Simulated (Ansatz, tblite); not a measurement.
# The cluster Al₅As₅: removing and adding an electron

Aim: the energy of removing and adding an electron for the cluster Al₅As₅, by energy differences, and how well orbital energies stand in for it.

Program: Ansatz 0.2.0, Gaussian basis. Level of theory: as each input shows. These are calculated values, not measurements.

The runs, in order: charge +1 doublet, at the geometry of the singlet (PBE0-D4/def2-SVP, PBE-D4/def2-SVP, HF/def2-SVP); charge -1 doublet, at the geometry of the singlet (PBE0-D4/def2-SVP, PBE-D4/def2-SVP, HF/def2-SVP); charge -1 doublet, relaxed (PBE0-D4/def2-SVP, PBE-D4/def2-SVP); the starting singlet's energies come from earlier runs.

6 further runs of the same task are left out: 4 that didn't finish, 2 set aside as unsound or not needed. Runs told in other sessions of the task aren't counted.

**1. The geometry**

The singlet was relaxed beforehand with PBE-D4/def2-SVP. At that level it is the lowest of the isomers that a small search found.

10 atoms, charge 0, spin multiplicity 1.

Atoms are counted from 1 here; the program's logs count them from 0.

Bond lengths: Al1–As6 2.501 Å, Al1–As7 2.555 Å, Al1–As9 2.452 Å, Al2–As6 2.502 Å, Al2–As8 2.555 Å, Al2–As9 2.451 Å, Al3–As6 2.651 Å, Al3–As7 2.744 Å, Al3–As10 2.737 Å, Al4–As7 2.529 Å, Al4–As8 2.529 Å, Al4–As9 2.449 Å, Al5–As6 2.649 Å, Al5–As8 2.742 Å, Al5–As10 2.736 Å, As7–As10 2.543 Å, As8–As10 2.543 Å. Angles: As6–Al1–As7 115.4°, As6–Al1–As9 107.2°, As7–Al1–As9 103.9°, As6–Al2–As8 115.4°, As6–Al2–As9 107.2°, As8–Al2–As9 103.9°, As6–Al3–As7 104.8°, As6–Al3–As10 97.8°, As7–Al3–As10 55.3°, As7–Al4–As8 110.7°, As7–Al4–As9 104.8°, As8–Al4–As9 104.8°, As6–Al5–As8 104.9°, As6–Al5–As10 97.9°, As8–Al5–As10 55.3° and more.

**2. Charge +1 doublet at the fixed geometry, PBE0-D4/def2-SVP**

Contents of in.yaml:

```yaml
crystal:
  periodic: [false, false, false]
  atoms:
    - {symbol: Al, position_ang: [1.203700, 0.235394, 1.455666]}
    - {symbol: Al, position_ang: [-1.317902, -0.868827, 1.064727]}
    - {symbol: Al, position_ang: [2.186240, -0.774167, -0.989068]}
    - {symbol: Al, position_ang: [-0.864191, 1.892081, 0.228184]}
    - {symbol: Al, position_ang: [-0.599394, -1.991578, -1.418452]}
    - {symbol: As, position_ang: [0.816020, -2.150657, 0.815507]}
    - {symbol: As, position_ang: [1.559316, 1.850537, -0.491763]}
    - {symbol: As, position_ang: [-2.213548, 0.198328, -1.077399]}
    - {symbol: As, position_ang: [-0.850287, 1.042888, 2.524877]}
    - {symbol: As, position_ang: [0.080046, 0.566001, -2.112290]}
basis:
  gaussian: {orbitals: def2-SVP}
total_charge: 1
magnetization: {spin_polarized: true, initial_magnetization: 1}
hamiltonian: {xc: pbe0, dispersion: d4}
scf: {omitted_lower_state_checks: [starts]}
output: {orbitals: {seedname: orbitals}}
```

The run is started by

```sh
> ansatz run in.yaml --threads 4 --pin off --events-out ev --progress --plain --max-ram 6963MiB
```

The program printed:

```text
Functional definition: PBE0
  name "PBE0"
  cite "Adamo & Barone, J. Chem. Phys. 110, 6158 (1999) doi:10.1063/1.478522"
  cite "Perdew, Burke & Ernzerhof, Phys. Rev. Lett. 77, 3865 (1996) doi:10.1103/PhysRevLett.77.3865"
  parent pbe
  parameter a = 0.25
  parameter kappa = 0.804
  parameter beta = 0.06672455060314922
  exchange = (1 - a)*pbe_x(kappa = kappa, mu = beta*pi^2/3) + a*exact_x
  correlation = pbe_c(beta = beta)
these checks for a lower state are left out or cut short: starts
2370 factors; integrals over basis functions are off by at most 6.2e-4 eV
mean field evaluation 1: about -337086.4789 eV, gradient 2.7e1 eV
mean field evaluation 2: about -337066.4542 eV, gradient 5.5e1 eV
mean field evaluation 4: about -337091.9653 eV, gradient 4.7e0 eV
mean field evaluation 8: about -337092.1499 eV, gradient 2.9e-1 eV
mean field evaluation 16: about -337092.2567 eV, gradient 1.4e-2 eV
mean field evaluation 32: about -337092.2567 eV, gradient 9.8e-5 eV
mean field -337092.25670826 eV, -12387.9119446904 hartree, gradient 1.5e-5 eV, S^2 0.857383; 0 other end points of the search recorded, 0 dependent functions left out
reference -337092.25673969 eV, -12387.9119458456 hartree; 115, 114 occupied and 135, 136 virtual orbitals, 2370 factors
Total energy: -337093.23258507 eV, -12387.9478075017 hartree
Checks for a lower state left out: starts
```

It took 64 s on 4 threads of Arm Neoverse V1, shared host; peak memory 2.2 GiB.

Report: HOMO -9.73 eV, LUMO -8.30 eV (over both spins); ⟨S²⟩ 0.857 (pure: 0.75).

**3. Charge +1 doublet at the fixed geometry, PBE-D4/def2-SVP**

start.molden holds the orbitals of an earlier run on this state, given as this run's starting guess.

in.yaml: that of step 2 with these lines changed.

```diff
@@ -14,6 +14,6 @@
 basis:
-  gaussian: {orbitals: def2-SVP}
+  gaussian: {orbitals: def2-SVP, initial_orbitals: start.molden}
 total_charge: 1
 magnetization: {spin_polarized: true, initial_magnetization: 1}
-hamiltonian: {xc: pbe0, dispersion: d4}
+hamiltonian: {xc: pbe, dispersion: d4}
 scf: {omitted_lower_state_checks: [starts]}
```

The command is unchanged.

The program printed:

```text
Functional definition: PBE
  name "PBE"
  cite "Perdew, Burke & Ernzerhof, Phys. Rev. Lett. 77, 3865 (1996) doi:10.1103/PhysRevLett.77.3865"
  parent pbe
  parameter kappa = 0.804
  parameter beta = 0.06672455060314922
  exchange = pbe_x(kappa = kappa, mu = beta*pi^2/3)
  correlation = pbe_c(beta = beta)
these checks for a lower state are left out or cut short: starts
2780 factors; their error is unknown
mean field evaluation 1: about -337081.1272 eV, gradient 8.4e0 eV
mean field evaluation 2: about -337081.3766 eV, gradient 3.2e-1 eV
mean field evaluation 4: about -337081.1345 eV, gradient 2.2e-2 eV
mean field evaluation 8: about -337081.1346 eV, gradient 1.8e-5 eV
mean field -337081.13455193 eV, -12387.5032129844 hartree, gradient 1.8e-5 eV, S^2 0.784485; 0 other end points of the search recorded, 0 dependent functions left out
reference -337081.13459409 eV, -12387.5032145335 hartree; 115, 114 occupied and 135, 136 virtual orbitals, 2780 factors
Total energy: -337082.24321462 eV, -12387.5439555865 hartree
Checks for a lower state left out: starts
```

Wall time 26 s (4 threads of Arm Neoverse V1, shared host); peak memory 0.81 GiB.

Report: HOMO -9.20 eV, LUMO -8.87 eV (over both spins); ⟨S²⟩ 0.784 (pure: 0.75).

**4. Charge +1 doublet at the fixed geometry, HF/def2-SVP**

in.yaml: that of step 3 with these lines changed.

```diff
@@ -17,3 +17,3 @@
 magnetization: {spin_polarized: true, initial_magnetization: 1}
-hamiltonian: {xc: pbe, dispersion: d4}
+hamiltonian: {xc: hf}
 scf: {omitted_lower_state_checks: [starts]}
```

Same command.

The program printed:

```text
Functional definition: HF
  name "HF"
  cite "Fock, Z. Phys. 61, 126 (1930) doi:10.1007/BF01340294"
  parent pbe
  exchange = exact_x
  correlation = 0
these checks for a lower state are left out or cut short: starts
2370 factors; integrals over basis functions are off by at most 6.2e-4 eV
mean field evaluation 1: about -336840.9759 eV, gradient 2.2e1 eV
mean field evaluation 2: about -336842.7780 eV, gradient 2.1e0 eV
mean field evaluation 4: about -336843.0528 eV, gradient 1.3e-1 eV
mean field evaluation 8: about -336843.5091 eV, gradient 3.6e-5 eV
mean field -336843.50905405 eV, -12378.7706370055 hartree, gradient 2.4e-5 eV, S^2 1.502118; 0 other end points of the search recorded, 0 dependent functions left out
reference -336843.50905405 eV, -12378.7706370055 hartree; 115, 114 occupied and 135, 136 virtual orbitals, 2370 factors
Total energy: -336843.50905405 eV, -12378.7706370055 hartree
Checks for a lower state left out: starts
```

Wall time 58 s (4 threads of Arm Neoverse V1, shared host); peak memory 1.9 GiB.

Report: HOMO -10.61 eV, LUMO -5.24 eV (over both spins); ⟨S²⟩ 1.502 (pure: 0.75). Doubts: spin contamination.

**5. Vertical ionisation energy**

Charged state less starting state, singlet to doublet; the starting state's energies are those of its earlier runs.

| level | vertical ionisation energy (eV) | time |
| --- | --- | --- |
| HF/def2-SVP† | +5.78 |  |
| PBE-D4/def2-SVP | +7.03 | 37 s |
| PBE0-D4/def2-SVP | +7.06 | 87 s |

Times add the two runs; a level without a time comes out of a correlated run. † marks a level with a doubtful state (flagged, unstable, out of aufbau order, or strongly spin-contaminated); such levels are left out of the summary.

Beside −ε(HOMO) of the starting state:

| level | −ε(HOMO) (eV) | by difference (eV) | mismatch (eV) |
| --- | --- | --- | --- |
| PBE-D4/def2-SVP | 5.14 | 7.03 | -1.89 |
| PBE0-D4/def2-SVP | 5.80 | 7.06 | -1.26 |

**6. Charge -1 doublet at the fixed geometry, PBE0-D4/def2-SVP**

in.yaml: that of step 4 with these lines changed.

```diff
@@ -14,6 +14,6 @@
 basis:
-  gaussian: {orbitals: def2-SVP, initial_orbitals: start.molden}
-total_charge: 1
+  gaussian: {orbitals: def2-SVP}
+total_charge: -1
 magnetization: {spin_polarized: true, initial_magnetization: 1}
-hamiltonian: {xc: hf}
+hamiltonian: {xc: pbe0, dispersion: d4}
 scf: {omitted_lower_state_checks: [starts]}
```

Same command.

The program printed, cut to the lines that bear on the results:

```text
Functional definition: PBE0
  name "PBE0"
  cite "Adamo & Barone, J. Chem. Phys. 110, 6158 (1999) doi:10.1063/1.478522"
  cite "Perdew, Burke & Ernzerhof, Phys. Rev. Lett. 77, 3865 (1996) doi:10.1103/PhysRevLett.77.3865"
  parent pbe
[...]
2370 factors; integrals over basis functions are off by at most 6.2e-4 eV
[...]
mean field -337101.49427655 eV, -12388.2514190637 hartree, gradient 1.1e-5 eV, S^2 0.773273; 0 other end points of the search recorded, 0 dependent functions left out
reference -337101.49430669 eV, -12388.2514201714 hartree; 116, 115 occupied and 134, 135 virtual orbitals, 2370 factors
Total energy: -337102.50448554 eV, -12388.2885435594 hartree
Checks for a lower state left out: starts
```

Run time: 66 s. Hardware: 4 threads of Arm Neoverse V1, shared host; peak memory 2.2 GiB.

Report: HOMO -0.96 eV, LUMO 0.47 eV (over both spins); ⟨S²⟩ 0.773 (pure: 0.75).

**7. Charge -1 doublet at the fixed geometry, PBE-D4/def2-SVP**

in.yaml: that of step 6 with these lines changed.

```diff
@@ -14,6 +14,6 @@
 basis:
-  gaussian: {orbitals: def2-SVP}
+  gaussian: {orbitals: def2-SVP, initial_orbitals: start.molden}
 total_charge: -1
 magnetization: {spin_polarized: true, initial_magnetization: 1}
-hamiltonian: {xc: pbe0, dispersion: d4}
+hamiltonian: {xc: pbe, dispersion: d4}
 scf: {omitted_lower_state_checks: [starts]}
```

Launched as before.

The program printed:

```text
Functional definition: PBE
  name "PBE"
  cite "Perdew, Burke & Ernzerhof, Phys. Rev. Lett. 77, 3865 (1996) doi:10.1103/PhysRevLett.77.3865"
  parent pbe
  parameter kappa = 0.804
  parameter beta = 0.06672455060314922
  exchange = pbe_x(kappa = kappa, mu = beta*pi^2/3)
  correlation = pbe_c(beta = beta)
these checks for a lower state are left out or cut short: starts
2780 factors; their error is unknown
mean field evaluation 1: about -337090.2062 eV, gradient 8.4e0 eV
mean field evaluation 2: about -337090.4409 eV, gradient 2.8e-1 eV
mean field evaluation 4: about -337090.1951 eV, gradient 7.6e-3 eV
mean field evaluation 8: about -337090.1951 eV, gradient 8.3e-5 eV
mean field evaluation 16: about -337090.1951 eV, gradient 3.6e-6 eV
mean field -337090.19511240 eV, -12387.8361824400 hartree, gradient 3.6e-6 eV, S^2 0.759133; 0 other end points of the search recorded, 0 dependent functions left out
reference -337090.19515268 eV, -12387.8361839204 hartree; 116, 115 occupied and 134, 135 virtual orbitals, 2780 factors
Total energy: -337091.34274100 eV, -12387.8783570131 hartree
Checks for a lower state left out: starts
```

Wall time 26 s (4 threads of Arm Neoverse V1, shared host); peak memory 0.8 GiB.

Report: HOMO -0.28 eV, LUMO 0.05 eV (over both spins); ⟨S²⟩ 0.759 (pure: 0.75).

**8. Charge -1 doublet at the fixed geometry, HF/def2-SVP**

in.yaml: that of step 7 with these lines changed.

```diff
@@ -17,3 +17,3 @@
 magnetization: {spin_polarized: true, initial_magnetization: 1}
-hamiltonian: {xc: pbe, dispersion: d4}
+hamiltonian: {xc: hf}
 scf: {omitted_lower_state_checks: [starts]}
```

The command is unchanged.

The program printed:

```text
Functional definition: HF
  name "HF"
  cite "Fock, Z. Phys. 61, 126 (1930) doi:10.1007/BF01340294"
  parent pbe
  exchange = exact_x
  correlation = 0
these checks for a lower state are left out or cut short: starts
2370 factors; integrals over basis functions are off by at most 6.2e-4 eV
mean field evaluation 1: about -336848.7880 eV, gradient 2.2e1 eV
mean field evaluation 2: about -336850.4685 eV, gradient 1.9e0 eV
mean field evaluation 4: about -336851.0455 eV, gradient 1.1e0 eV
mean field evaluation 8: about -336851.0593 eV, gradient 5.8e-3 eV
mean field evaluation 16: about -336851.0593 eV, gradient 4.8e-6 eV
mean field -336851.05930971 eV, -12379.0481037832 hartree, gradient 4.9e-6 eV, S^2 0.922564; 0 other end points of the search recorded, 0 dependent functions left out
reference -336851.05930971 eV, -12379.0481037832 hartree; 116, 115 occupied and 134, 135 virtual orbitals, 2370 factors
Total energy: -336851.05930971 eV, -12379.0481037832 hartree
Checks for a lower state left out: starts
```

It took 84 s on 4 threads of Arm Neoverse V1, shared host; peak memory 2.4 GiB.

Report: HOMO -2.32 eV, LUMO 2.62 eV (over both spins); ⟨S²⟩ 0.923 (pure: 0.75). Doubts: spin contamination.

**9. Vertical electron affinity**

Starting state less charged state (positive: the electron is bound), singlet to doublet; the starting state's energies are those of its earlier runs.

| level | vertical electron affinity (eV) | time |
| --- | --- | --- |
| HF/def2-SVP† | +1.77 |  |
| PBE-D4/def2-SVP | +2.07 | 37 s |
| PBE0-D4/def2-SVP | +2.21 | 89 s |

Times add the two runs; a level without a time comes out of a correlated run. † marks a level with a doubtful state (flagged, unstable, out of aufbau order, or strongly spin-contaminated); such levels are left out of the summary.

Beside −ε(LUMO) of the starting state:

| level | −ε(LUMO) (eV) | by difference (eV) | mismatch (eV) |
| --- | --- | --- | --- |
| PBE-D4/def2-SVP | 3.83 | 2.07 | +1.76 |
| PBE0-D4/def2-SVP | 3.41 | 2.21 | +1.20 |

**10. Relaxing the charge -1 doublet**

in.yaml: that of step 8 with these lines changed.

```diff
@@ -14,7 +14,8 @@
 basis:
-  gaussian: {orbitals: def2-SVP, initial_orbitals: start.molden}
+  gaussian: {orbitals: def2-SVP}
 total_charge: -1
 magnetization: {spin_polarized: true, initial_magnetization: 1}
-hamiltonian: {xc: hf}
-scf: {omitted_lower_state_checks: [starts]}
+hamiltonian: {xc: pbe, dispersion: d4}
+scf: {lower_state_search: "off"}
 output: {orbitals: {seedname: orbitals}}
+relax: {f_tol: 0.03, max_steps: 70}
```

Same command.

The program printed, cut to the lines that bear on the results:

```text
Functional definition: PBE
  name "PBE"
  cite "Perdew, Burke & Ernzerhof, Phys. Rev. Lett. 77, 3865 (1996) doi:10.1103/PhysRevLett.77.3865"
  parent pbe
[...]
2780 factors; their error is unknown
[...]
mean field -337090.19511242 eV, -12387.8361824406 hartree, gradient 3.7e-6 eV, S^2 0.759133; 0 other end points of the search recorded, 0 dependent functions left out
[...]
reference -337090.19515270 eV, -12387.8361839210 hartree; 116, 115 occupied and 134, 135 virtual orbitals, 2780 factors
relax step   1: F+E_penalty+E_count = -337091.34270073 eV  Δ(F+E_penalty+E_count) = +0.000e0 eV  max|allowed force component| = 7.223e-1 eV/Å  Δτ_max = 0.0000 Å  (28 SCF iters, accepted)
[...]
relax step   4: F+E_penalty+E_count = -337091.50477998 eV  Δ(F+E_penalty+E_count) = -8.214e-3 eV  max|allowed force component| = 7.355e-2 eV/Å  Δτ_max = 0.0167 Å  (26 SCF iters, accepted)
[...]
Atom 1 at    -1.370839    -0.862402     1.094129 Å, force    -0.007372    -0.018968     0.003425 eV/Å
Atom 2 at     2.165299    -0.754239    -1.000405 Å, force     0.003493    -0.000827     0.008394 eV/Å
Atom 3 at    -0.842610     1.812137     0.314029 Å, force    -0.008667     0.021829    -0.005978 eV/Å
Atom 4 at    -0.597283    -1.964227    -1.429040 Å, force    -0.003433    -0.003814     0.007259 eV/Å
Atom 5 at     0.800026    -2.110006     0.800922 Å, force    -0.001821     0.005105    -0.005530 eV/Å
Atom 6 at     1.490417     1.837889    -0.536560 Å, force     0.002846    -0.005836    -0.012837 eV/Å
Atom 7 at    -2.147989     0.243991    -1.101559 Å, force     0.005474    -0.004516    -0.012005 eV/Å
Atom 8 at    -0.863539     1.039391     2.630183 Å, force    -0.004126     0.001933     0.019969 eV/Å
Atom 9 at     0.141042     0.482500    -2.268658 Å, force    -0.004200     0.012912    -0.010215 eV/Å
Dipole moment:    -0.174695     0.388456     0.030623 e Å
Checks for a lower state left out: stability, starts, cluster_reference, orbital_swaps, neighbouring_geometries, increment
```

Run time: 68 s. Hardware: 4 threads of Arm Neoverse V1, shared host; peak memory 0.74 GiB.

The steps of the relaxation:

| step | energy from step 1 (eV) | largest force component (eV/Å) |
| --- | --- | --- |
| 1 | 0.0000 | 0.7223 |
| 2 | -0.1150 | 0.2963 |
| 3 | -0.1539 | 0.1401 |
| 4 | -0.1621 | 0.0736 |
| 5 | -0.1670 | 0.0218 |

Close pairs (by a distance rule), those that changed most:

| bond | before (Å) | after (Å) | change (Å) |
| --- | --- | --- | --- |
| Al4–As10 | 2.851 | 3.067 | +0.216 |
| Al3–As10 | 2.737 | 2.690 | -0.048 |
| Al2–As9 | 2.451 | 2.497 | +0.046 |
| Al5–As10 | 2.736 | 2.690 | -0.046 |
| Al4–As8 | 2.529 | 2.483 | -0.045 |
| Al4–As7 | 2.529 | 2.483 | -0.045 |
| Al1–As9 | 2.452 | 2.497 | +0.044 |
| As7–As10 | 2.543 | 2.580 | +0.038 |

**11. Charge -1 doublet, PBE0-D4/def2-SVP**

Contents of in.yaml:

```yaml
crystal:
  periodic: [false, false, false]
  atoms:
    - {symbol: Al, position_ang: [1.225476, 0.274965, 1.496948]}
    - {symbol: Al, position_ang: [-1.370839, -0.862402, 1.094129]}
    - {symbol: Al, position_ang: [2.165299, -0.754239, -1.000405]}
    - {symbol: Al, position_ang: [-0.842610, 1.812137, 0.314029]}
    - {symbol: Al, position_ang: [-0.597283, -1.964227, -1.429040]}
    - {symbol: As, position_ang: [0.800026, -2.110006, 0.800922]}
    - {symbol: As, position_ang: [1.490417, 1.837889, -0.536560]}
    - {symbol: As, position_ang: [-2.147989, 0.243991, -1.101559]}
    - {symbol: As, position_ang: [-0.863539, 1.039391, 2.630183]}
    - {symbol: As, position_ang: [0.141042, 0.482500, -2.268658]}
basis:
  gaussian: {orbitals: def2-SVP, initial_orbitals: start.molden}
total_charge: -1
magnetization: {spin_polarized: true, initial_magnetization: 1}
hamiltonian: {xc: pbe0, dispersion: d4}
scf: {omitted_lower_state_checks: [starts]}
output: {orbitals: {seedname: orbitals}}
```

The command is unchanged.

The program printed, cut to the lines that bear on the results:

```text
Functional definition: PBE0
  name "PBE0"
  cite "Adamo & Barone, J. Chem. Phys. 110, 6158 (1999) doi:10.1063/1.478522"
  cite "Perdew, Burke & Ernzerhof, Phys. Rev. Lett. 77, 3865 (1996) doi:10.1103/PhysRevLett.77.3865"
  parent pbe
[...]
2370 factors; integrals over basis functions are off by at most 5.8e-4 eV
[...]
mean field -337101.66369764 eV, -12388.2576451739 hartree, gradient 2.2e-5 eV, S^2 0.780161; 0 other end points of the search recorded, 0 dependent functions left out
reference -337101.66372748 eV, -12388.2576462705 hartree; 116, 115 occupied and 134, 135 virtual orbitals, 2370 factors
Total energy: -337102.67008022 eV, -12388.2946290515 hartree
Checks for a lower state left out: starts
```

Wall time 55 s (4 threads of Arm Neoverse V1, shared host); peak memory 1.9 GiB.

Report: HOMO -1.31 eV, LUMO 0.27 eV (over both spins); ⟨S²⟩ 0.780 (pure: 0.75).

**12. Charge -1 doublet, PBE-D4/def2-SVP**

in.yaml: that of step 11 with these lines changed.

```diff
@@ -17,3 +17,3 @@
 magnetization: {spin_polarized: true, initial_magnetization: 1}
-hamiltonian: {xc: pbe0, dispersion: d4}
+hamiltonian: {xc: pbe, dispersion: d4}
 scf: {omitted_lower_state_checks: [starts]}
```

Launched as before.

The program printed:

```text
Functional definition: PBE
  name "PBE"
  cite "Perdew, Burke & Ernzerhof, Phys. Rev. Lett. 77, 3865 (1996) doi:10.1103/PhysRevLett.77.3865"
  parent pbe
  parameter kappa = 0.804
  parameter beta = 0.06672455060314922
  exchange = pbe_x(kappa = kappa, mu = beta*pi^2/3)
  correlation = pbe_c(beta = beta)
these checks for a lower state are left out or cut short: starts
2780 factors; their error is unknown
mean field evaluation 1: about -337090.3702 eV, gradient 8.4e0 eV
mean field evaluation 2: about -337090.6073 eV, gradient 2.9e-1 eV
mean field evaluation 4: about -337090.3669 eV, gradient 1.2e-2 eV
mean field -337090.36685560 eV, -12387.8424938861 hartree, gradient 3.1e-5 eV, S^2 0.761795; 0 other end points of the search recorded, 0 dependent functions left out
reference -337090.36689545 eV, -12387.8424953507 hartree; 116, 115 occupied and 134, 135 virtual orbitals, 2780 factors
Total energy: -337091.50979934 eV, -12387.8844962939 hartree
Checks for a lower state left out: starts
```

It took 22 s on 4 threads of Arm Neoverse V1, shared host; peak memory 0.79 GiB.

From the report: HOMO -0.59 eV, LUMO -0.20 eV (over both spins); ⟨S²⟩ 0.762 (pure: 0.75).

**13. Adiabatic electron affinity**

Starting state less charged state (positive: the electron is bound), singlet to doublet; the starting state's energies are those of its earlier runs.

| level | adiabatic electron affinity (eV) | time |
| --- | --- | --- |
| PBE-D4/def2-SVP | +2.24 | 33 s |
| PBE0-D4/def2-SVP | +2.38 | 78 s |

Times add the two runs; a level without a time comes out of a correlated run.

**14. Summary of results**

| quantity | value |
| --- | --- |
| vertical ionisation energy, functionals in def2-SVP | 7.03 (PBE-D4) to 7.06 eV (PBE0-D4) |
| vertical electron affinity, functionals in def2-SVP | 2.07 (PBE-D4) to 2.21 eV (PBE0-D4) |
| adiabatic electron affinity, functionals in def2-SVP | 2.24 (PBE-D4) to 2.38 eV (PBE0-D4) |
| relaxation of the anion side, PBE-D4/def2-SVP | 0.17 eV |

In words: The vertical ionisation energy spans 7.03 to 7.06 eV over the functionals. −ε(HOMO) misses the level's own difference by -1.26 eV at best (PBE0-D4) and -1.89 eV at worst (PBE-D4). The vertical electron affinity spans 2.07 to 2.21 eV over the functionals. −ε(LUMO) misses the level's own difference by +1.20 eV at best (PBE0-D4) and +1.76 eV at worst (PBE-D4). The adiabatic electron affinity spans 2.24 to 2.38 eV over the functionals. Relaxing the reduced state gains 0.17 eV at PBE-D4/def2-SVP.
